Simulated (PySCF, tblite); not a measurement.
# C3H9NO2Si2: geometry, infrared bands and NMR shifts

What infrared bands and NMR shifts should C3H9NO2Si2 (`NC[C@@H]1[SiH2]O[SiH2]C1=O`) show?

Programs: tblite 0.8.0 and PySCF 2.14.0, with density-fitted response routines of our own. Each step states its level of theory. These are calculated values for one molecule in the gas phase, unless marked as measured. Atoms count from 0, in the outputs and in this text.

## 1. Starting geometry

17 atoms, charge 0, multiplicity 1; geometry from: force field or distance geometry start.

Bonds of the start (Å): N0–C1 1.46, C1–C2 1.54, C2–Si3 1.97, Si3–O4 1.70, O4–Si5 1.70, Si5–C6 1.92, C6–O7 1.22, C6–C2 1.53, N0–H8 1.02, N0–H9 1.02, C1–H10 1.09, C1–H11 1.09, C2–H12 1.11, Si3–H13 1.48, Si3–H14 1.47, Si5–H15 1.47, Si5–H16 1.49.

## 2. Optimising the geometry with GFN2-xTB

Job settings and geometry (Å):

```
{"job": {"kind": "relax", "xc": "GFN2-xTB", "basis": "xTB"}, "charge": 0, "multiplicity": 1}
N     -2.331100    -0.610100     1.117200
C     -1.632200     0.023000    -0.003000
C     -0.192800     0.383800     0.424700
Si     0.647900     1.632600    -0.841300
O      2.144300     0.871800    -1.122800
Si     2.377700    -0.653900    -0.411900
C      0.694600    -0.856300     0.497300
O      0.444700    -1.910000     1.066900
H     -3.219700    -0.995300     0.790000
H     -1.800100    -1.413100     1.455800
H     -1.622000    -0.673300    -0.847600
H     -2.195600     0.904500    -0.293700
H     -0.184500     0.885500     1.409300
H      0.861700     2.951600    -0.210900
H     -0.128600     1.696100    -2.093400
H      2.588600    -1.658700    -1.470200
H      3.539900    -0.566300     0.523900
```

Launch:

```bash
OMP_NUM_THREADS=1 python probes_run.py task.json out
```

This one command runs all jobs of the session in turn.

**Question.** This job is followed by: GFN2-xTB harmonic vibrations, gas phase; GIAO PBE0/pcSseg-1 NMR shielding, non-relativistic, gas phase. What will the session give for the following? strongest single infrared mode (GFN2-xTB); zero-point energy (GFN2-xTB); 13C shifts against TMS (PBE0/pcSseg-1); 1H shifts against TMS (PBE0/pcSseg-1, means over atoms taken as alike); 15N shifts against NH3 (PBE0/pcSseg-1); 29Si shifts against TMS (PBE0/pcSseg-1); 17O shifts against H2O (PBE0/pcSseg-1).

**Answer**, as computed:

| quantity | value |
| --- | --- |
| strongest single infrared mode (GFN2-xTB) | 768 cm⁻¹, 435 km/mol |
| zero-point energy (GFN2-xTB) | 73.9 kcal/mol |
| 13C shifts against TMS (PBE0/pcSseg-1) | 253.6, 56.2, 41.5 ppm |
| 1H shifts against TMS (PBE0/pcSseg-1, means over atoms taken as alike) | 5.59, 5.13, 5.08, 4.71, 3.58, 2.47, 2.42, 1.21 ppm |
| 15N shifts against NH3 (PBE0/pcSseg-1) | 38.7 ppm |
| 29Si shifts against TMS (PBE0/pcSseg-1) | -13.2, -42.7 ppm |
| 17O shifts against H2O (PBE0/pcSseg-1) | 815.0, 25.7 ppm |

In words: Over 102 steps the energy fell by 0.351 eV; of the close pairs, Si3–O4 changed most, 1.702 to 1.641 Å. All 45 modes are real, so the xTB geometry is a minimum. The strongest single mode, at 768 cm⁻¹, moves mainly H14 and H13. GFN2-xTB is a fitted tight-binding method: band positions and strengths are rough. Its intensities can rank the bands wrongly. At PBE0/pcSseg-1: The widest tensor belongs to O7: span 1755 ppm, with a paramagnetic part of -881 ppm.
